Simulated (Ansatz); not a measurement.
# Ta2O5: random displacements

This session takes Ta2O5 and sets out to compute energies and forces of randomly disturbed cells.

Program: Ansatz 0.2.0. Level of theory: DFT PBEsol, scalar-relativistic, plane waves, PAW. These are calculated values, not measurements.

1 further run of the same task is left out (set aside as unsound or not needed). Runs told in other sessions of the task aren't counted.

## (1) Starting point

It takes space group I4/mmm (No. 139, tetragonal). The conventional cell has a = 5.241 Å, b = 5.241 Å, c = 9.583 Å, α = 90.00°, β = 90.00°, γ = 90.00°. Ta (site symmetry 4mm) is surrounded by 5 O at 1.88 to 1.92 Å. O (site symmetry 4/mmm) is surrounded by 2 Ta at 1.88 Å. Around O (site symmetry 2/m) lie 2 Ta at 1.92 Å.

Structure file:

```
Ta O
1.0
    -2.62037    2.62037    4.79144
     2.62037   -2.62037    4.79144
     2.62037    2.62037   -4.79144
Ta O
2 5
Direct
  0.19664 0.19664 0.00000
  0.80336 0.80336 0.00000
  0.00000 0.00000 0.00000
  0.50000 0.00000 0.00000
  0.00000 0.50000 0.00000
  0.00000 0.00000 0.50000
  0.50000 0.50000 0.50000
```

It goes back to an entry of the Materials Project, which need not be the stable form.

It is the result of an earlier relaxation at this level (volume 18.80 Å³/atom; gap on the mesh: 1.64 eV).

## (2) The reference cell

Reference values: F = -22423.5348 eV; pressure 0.00 GPa; largest force 0.003 eV/Å; gap on the mesh 1.64 eV. It was computed beforehand with the settings of the runs below.

## (3) Setting up random displacements

All atoms are moved at random with no net shift, in some cells together with a random strain.

## (4) Point rms move = 0.278 Å

The input, input.yaml:

```yaml
crystal:
  lattice:
    - [-2.6567344855, 2.6400407195, 4.6980070892]
    - [2.5822315997, -2.6887359032, 4.6838932535]
    - [2.6848569915, 2.7168584092, -4.7246377368]
  atoms:
    - { symbol: Ta, position: [0.1587237414, 0.1434861623, -0.0107966584] }
    - { symbol: Ta, position: [0.8463996006, 0.85762423, 0.0165773396] }
    - { symbol: O, position: [0.0113676403, 0.0035977536, -0.0046723633] }
    - { symbol: O, position: [0.4766786373, -0.0562507471, -0.0462629636] }
    - { symbol: O, position: [0.0054492649, 0.5335044066, 0.0018220787] }
    - { symbol: O, position: [0.0466725283, 0.0254878363, 0.5619593638] }
    - { symbol: O, position: [0.4547085873, 0.4925503583, 0.4813732032] }
basis:
  ecutwfc: 420
kpoints:
  mp_grid: { grid: [8, 8, 8] }
hamiltonian:
  xc: pbesol
scf:
  occupations: { method: gaussian, width: 0.05 }
output:
  forces: true
  stress: true
  eigenvalues: true
```

Started as:

```sh
$ ansatz run input.yaml --threads 2 --pin off --max-ram 5120MiB --backend cpu --events-out ev --progress --plain --runs-dir out
```

## (5) At rms move = 0.151 Å

The input, input.yaml:

```yaml
crystal:
  lattice:
    - [-2.6144432185, 2.6354323911, 4.7685332955]
    - [2.7298224259, -2.6217360837, 4.8241421108]
    - [2.5730949467, 2.5803878119, -4.7610429954]
  atoms:
    - { symbol: Ta, position: [0.1706674602, 0.1896027319, -0.0306787498] }
    - { symbol: Ta, position: [0.8182124502, 0.7854489375, 0.0036494013] }
    - { symbol: O, position: [-0.0101304951, 0.01389293, 0.0140535329] }
    - { symbol: O, position: [0.4847734462, -0.0342938436, -0.0209893263] }
    - { symbol: O, position: [-0.0040221486, 0.4983009453, -0.0048243142] }
    - { symbol: O, position: [0.0204912044, -0.0077345322, 0.5025951806] }
    - { symbol: O, position: [0.5200080827, 0.554782831, 0.5361942756] }
basis:
  ecutwfc: 420
kpoints:
  mp_grid: { grid: [8, 8, 8] }
hamiltonian:
  xc: pbesol
scf:
  occupations: { method: gaussian, width: 0.05 }
output:
  forces: true
  stress: true
  eigenvalues: true
```

## (6) Point rms move = 0.214 Å

The input, input.yaml:

```yaml
crystal:
  lattice:
    - [-2.6484567122, 2.6273352253, 4.8088749256]
    - [2.5261534644, -2.5743124815, 4.7129918353]
    - [2.7121613695, 2.6380171388, -4.7798776019]
  atoms:
    - { symbol: Ta, position: [0.1891871542, 0.2046690785, 0.0373910401] }
    - { symbol: Ta, position: [0.7481525636, 0.7981284951, -0.089610253] }
    - { symbol: O, position: [0.025399115, -0.0254749939, 0.0091044029] }
    - { symbol: O, position: [0.5303405576, -0.0061602462, 0.0239777509] }
    - { symbol: O, position: [0.0017978734, 0.5347720476, 0.0314385394] }
    - { symbol: O, position: [-0.0043755961, -0.0033876988, 0.4819650126] }
    - { symbol: O, position: [0.5094983324, 0.4974533177, 0.5057335071] }
basis:
  ecutwfc: 420
kpoints:
  mp_grid: { grid: [8, 8, 8] }
hamiltonian:
  xc: pbesol
scf:
  occupations: { method: gaussian, width: 0.05 }
output:
  forces: true
  stress: true
  eigenvalues: true
  write_density: true
  write_potential: true
  elf: true
  volumetric_format: npy
```

## (7) rms move = 0.162 Å

The input, input.yaml:

```yaml
crystal:
  lattice:
    - [-2.60420827, 2.6823958576, 4.7514005326]
    - [2.5734002171, -2.5982185099, 4.6885167841]
    - [2.5811417266, 2.5751519665, -4.7053652348]
  atoms:
    - { symbol: Ta, position: [0.2101316205, 0.2006954873, 0.0069965865] }
    - { symbol: Ta, position: [0.8206537962, 0.7840669327, -0.0261904136] }
    - { symbol: O, position: [-0.0147870284, -0.0091754406, -0.0121275164] }
    - { symbol: O, position: [0.5032623489, -0.0270154458, 0.0210896499] }
    - { symbol: O, position: [-0.0154623612, 0.516661188, -0.0125579025] }
    - { symbol: O, position: [0.0163811124, 0.0394641161, 0.5430466623] }
    - { symbol: O, position: [0.4798205115, 0.4953031623, 0.4797429339] }
basis:
  ecutwfc: 420
kpoints:
  mp_grid: { grid: [8, 8, 8] }
hamiltonian:
  xc: pbesol
scf:
  occupations: { method: gaussian, width: 0.05 }
output:
  forces: true
  stress: true
  eigenvalues: true
  write_density: true
  write_potential: true
  elf: true
  volumetric_format: npy
```

(Steps that only read results are left out.)

Q: Predict the outcome of this session.

As calculated:

| quantity | value |
| --- | --- |
| costliest cell | 2445.3 meV/atom at an rms move of 0.278 Å |

The cost runs from 218.8 to 2445.3 meV/atom. Energy over the square of the rms move lies between 9.6 and 31.5 eV/Å² per atom; a harmonic solid under isotropic random moves would keep it roughly constant, while strain and close contacts change it. The gap on the mesh stays between 0.49 and 2.48 eV. Spin-orbit coupling is left out, which matters for the bands of Ta. Where forces pass 15 eV/Å atoms stand far too close, the PAW spheres overlap strongly and those numbers are rough.
